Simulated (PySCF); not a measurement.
# TlF+: from the state search to spectroscopic constants

Aim: find the lowest electronic state of TlF+, scan its bond at several levels of theory, and get bond length, wavenumber and dissociation energy from each curve.

Computed with PySCF 2.14.0. Level: Tl aug-cc-pVDZ-PP with ECP60, F aug-cc-pVDZ, scalar-relativistic core potentials.

### Step 1. Set-up

The job is set up so:

```yaml
atoms: Tl, F
charge: 1
basis: Tl aug-cc-pVDZ-PP with ECP60, F aug-cc-pVDZ
Hamiltonian: scalar-relativistic core potentials
basis_functions: 55
electrons_treated: 29
masses_in_u: 204.9744, 18.9984
levels: PBE0, PBE, r²SCAN, BLYP, revPBE, M06-2X, ωB97X, HF, MP2, SCS-MP2, CCSD, CCSD(T)
grid: 80 radial by 434 angular points
occupations: held fixed by the projection of orbital angular momentum
dissociation_limit: Tl+ + F, each in its ground configuration
starting_distance_in_angstrom: 2.145
values_of_2S_to_try: 1, 3
```

The run is started by

```
OMP_NUM_THREADS=1 python dia.py task.json out
```

The runs that follow: PBE0 along the bond; Other states along the same grid; PBE (GGA); r²SCAN (meta-GGA); BLYP (GGA); revPBE; M06-2X (hybrid meta-GGA); ωB97X (range-separated hybrid); UHF (mean field); MP2 and coupled cluster.

What does the calculation give? Wanted: for each run, Re; ωe; De; μ.

The runs gave:

Lowest PBE0 solution found, without spin–orbit coupling: ²Σ⁺ (doublet), unpaired electrons σ ↑. State 3 has its PBE0 minimum 6.81 eV higher. The other levels ran on the lowest alone.

```
      level  Re (Å)  ωe (cm⁻¹)  De (eV)  μ (D)
   UHF-CCSD   2.079        322   -0.028    n/a
UHF-CCSD(T)   2.066        348    0.046    n/a
        PBE   2.126        341    0.441  -2.34
     revPBE   2.156        308    0.263  -2.34
       BLYP   2.165        310    0.336  -2.29
     r²SCAN   2.107        332    0.325  -2.24
       PBE0   2.147      265.0    0.117  -2.21
      ωB97X   2.152      242.3    0.117  -2.25
```

De is counted to Tl+ + F in their ground configurations. A positive dipole points from Tl to F; in an ion it is taken about the centre of mass and does not tell which atom is negative. No constants: UHF (no minimum is bracketed among the points kept); UHF-MP2 (the lowest point is the short end of the scan); UHF-SCS-MP2 (no minimum is bracketed among the points kept); M06-2X (no minimum is bracketed among the points kept).

The methods spread over 0.099 Å in bond length, from UHF-CCSD(T) to BLYP. CCSD(T) can't serve as the judge here: for a weak bond in this basis it is far from its limit. Among the levels with a De in the table, it runs from -0.028 eV (UHF-CCSD) to 0.441 eV (PBE).

Correlated steps freeze 5 core orbitals. Spin–orbit coupling is left out, which matters for elements this heavy, above all for dissociation energies. A negative De means that the minimum lies above the separated atoms at that level. The bond is weak, and basis-set superposition, which was not computed, may be a sizeable part of it. With spin–orbit coupling the term label itself may not hold.
